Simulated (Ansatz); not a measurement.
# Be16C: the cost of one run

All numbers below are computed with Ansatz 0.2.0 (DFT PBE+D3(BJ), plane waves, PAW, scalar-relativistic, no spin polarisation).

### 1 The starting structure

The cell holds 17 atoms (CBe16): a = 4.580 Å, b = 3.966 Å, c = 7.177 Å, α = 90.00°, β = 90.00°, γ = 90.00°.

As a file:

```
CELL_PARAMETERS angstrom
-2.29000 -3.96640 0.00000
3.43500 -1.98320 0.00000
0.00000 0.00000 7.17686
ATOMIC_POSITIONS crystal
Be 0.75000 0.50000 0.00000
Be 0.50000 0.33333 0.25000
Be 0.75000 0.50000 0.50000
Be 0.50000 0.33333 0.75000
Be 0.50000 0.00000 0.00000
Be 0.25000 0.83333 0.25000
Be 0.50000 0.00000 0.50000
Be 0.25000 0.83333 0.75000
Be 0.25000 0.50000 0.00000
Be 0.00000 0.33333 0.25000
Be 0.25000 0.50000 0.50000
Be 0.00000 0.33333 0.75000
Be 0.00000 0.00000 0.00000
Be 0.75000 0.83333 0.25000
Be 0.00000 0.00000 0.50000
Be 0.75000 0.83333 0.75000
C 0.00707 0.66257 0.12631
```

### 2 End point A

Contents of input.yaml:

```yaml
crystal:
  lattice:
    - [-2.29, -3.966396, 0.0]
    - [3.435, -1.983198, 0.0]
    - [0.0, 0.0, 7.17686]
  atoms:
    - { symbol: Be, position: [0.75, 0.5, 0.0] }
    - { symbol: Be, position: [0.5, 0.3333333, 0.25] }
    - { symbol: Be, position: [0.75, 0.5, 0.5] }
    - { symbol: Be, position: [0.5, 0.3333333, 0.75] }
    - { symbol: Be, position: [0.5, 0.0, 0.0] }
    - { symbol: Be, position: [0.25, 0.8333333, 0.25] }
    - { symbol: Be, position: [0.5, 0.0, 0.5] }
    - { symbol: Be, position: [0.25, 0.8333333, 0.75] }
    - { symbol: Be, position: [0.25, 0.5, 0.0] }
    - { symbol: Be, position: [0.0, 0.3333333, 0.25] }
    - { symbol: Be, position: [0.25, 0.5, 0.5] }
    - { symbol: Be, position: [0.0, 0.3333333, 0.75] }
    - { symbol: Be, position: [0.0, 0.0, 0.0] }
    - { symbol: Be, position: [0.75, 0.8333333, 0.25] }
    - { symbol: Be, position: [0.0, 0.0, 0.5] }
    - { symbol: Be, position: [0.75, 0.8333333, 0.75] }
    - { symbol: C, position: [0.007071, 0.6625656, 0.1263104] }
basis:
  ecutwfc: 420.0
kpoints:
  mp_grid: { grid: [5, 5, 3] }
hamiltonian:
  xc: pbe
  dispersion: d3bj
scf:
  occupations: { method: gaussian, width: 0.15 }
  lower_state_search: "off"
relax:
  f_tol: 0.03
  max_steps: 60
  adjacent_minimum: "off"
```

Command:

```bash
ansatz run input.yaml --threads 1 --pin off --max-ram 3072MiB --backend cpu --events-out ev --progress --plain --runs-dir out
```

**Question.** How long does this run take on 1 thread of Arm Neoverse V2, shared host, and how much memory does it need?

About 47 s, with a peak of 0.41 GiB.
